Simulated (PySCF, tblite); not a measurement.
**CH₄AsGeN₂ radical: geometry, infrared bands and EPR parameters**

What infrared bands and EPR parameters should CH₄AsGeN₂ radical (`N#[C][Ge@H]([NH])[AsH2]`) show?

Programs: tblite 0.8.0 and PySCF 2.14.0, with density-fitted response routines of our own. Each step states its level of theory. These are calculated values for one molecule in the gas phase, unless marked as measured. Atoms are numbered from 0 throughout.

## 1. Starting geometry

9 atoms, charge 0, multiplicity 2; geometry from: force field or distance geometry start.

Bonds of the start (Å): N0–C1 1.15, C1–Ge2 1.90, Ge2–N3 1.86, Ge2–As4 2.41, Ge2–H5 1.54, N3–H6 1.05, As4–H7 1.57, As4–H8 1.56.

## 2. Optimising the geometry with GFN2-xTB

The job: settings as JSON, then the geometry in Å.

```
{"job": {"kind": "relax", "xc": "GFN2-xTB", "basis": "xTB"}, "charge": 0, "multiplicity": 2}
N      1.668900     1.635000    -1.709700
C      1.208500     0.927800    -0.925800
Ge     0.490100    -0.249300     0.384600
N      0.661500    -2.000700    -0.206800
As    -1.844700     0.258100     0.692300
H      1.225500    -0.063100     1.722800
H      0.238700    -2.608400     0.537400
H     -2.083800     0.314800    -0.854200
H     -1.551100     1.791800     0.761600
```

Run with:

```sh
$ OMP_NUM_THREADS=1 python probes_run.py task.json out
```

One launch serves the whole session: the jobs run in the order shown.

**Question.** This job is followed by: GFN2-xTB harmonic vibrations, gas phase; UKS B3LYP, def2-TZVP-core on As Ge, pcH-1 on C H N, non-relativistic, mean-field spin-orbit, GIAO. What will the session give for the following? strongest single infrared mode (GFN2-xTB); zero-point energy (GFN2-xTB); g(iso) (B3LYP); ⟨S²⟩; largest a(iso) (averaged by class); potential on the surface of density 0.002 e/bohr³, 1st and 99th percentile.

As calculated:

| quantity | value |
| --- | --- |
| strongest single infrared mode (GFN2-xTB) | 1926 cm⁻¹, 570 km/mol |
| zero-point energy (GFN2-xTB) | 25.8 kcal/mol |
| g(iso) (B3LYP) | 2.00777 |
| ⟨S²⟩ | 0.758 (exact 0.75) |
| largest a(iso) (averaged by class) | 75As on As4, -58.9 MHz |
| potential on the surface of density 0.002 e/bohr³, 1st and 99th percentile | -1.83 V and 2.04 V |

**Reading.** The optimisation took 67 steps and gained 0.354 eV; among the close pairs (by a distance rule), Ge2–N3 changed most, from 1.856 to 1.725 Å. All 21 modes are real, so the xTB geometry is a minimum. The strongest single mode, at 1926 cm⁻¹, moves mainly H8. GFN2-xTB is a fitted tight-binding method: band positions and strengths are rough. Its intensities can rank the bands wrongly. N3 carries the largest spin population, 0.88 e. The isotropic g lies 5.5 ppt above the free-electron value. The hyperfine terms hold no scalar relativity, which the heavier nuclei need. These values are for one conformer; the search (at its own cheap level) found 1 more, at 0.17 kcal/mol, and measured spectra average over such forms.
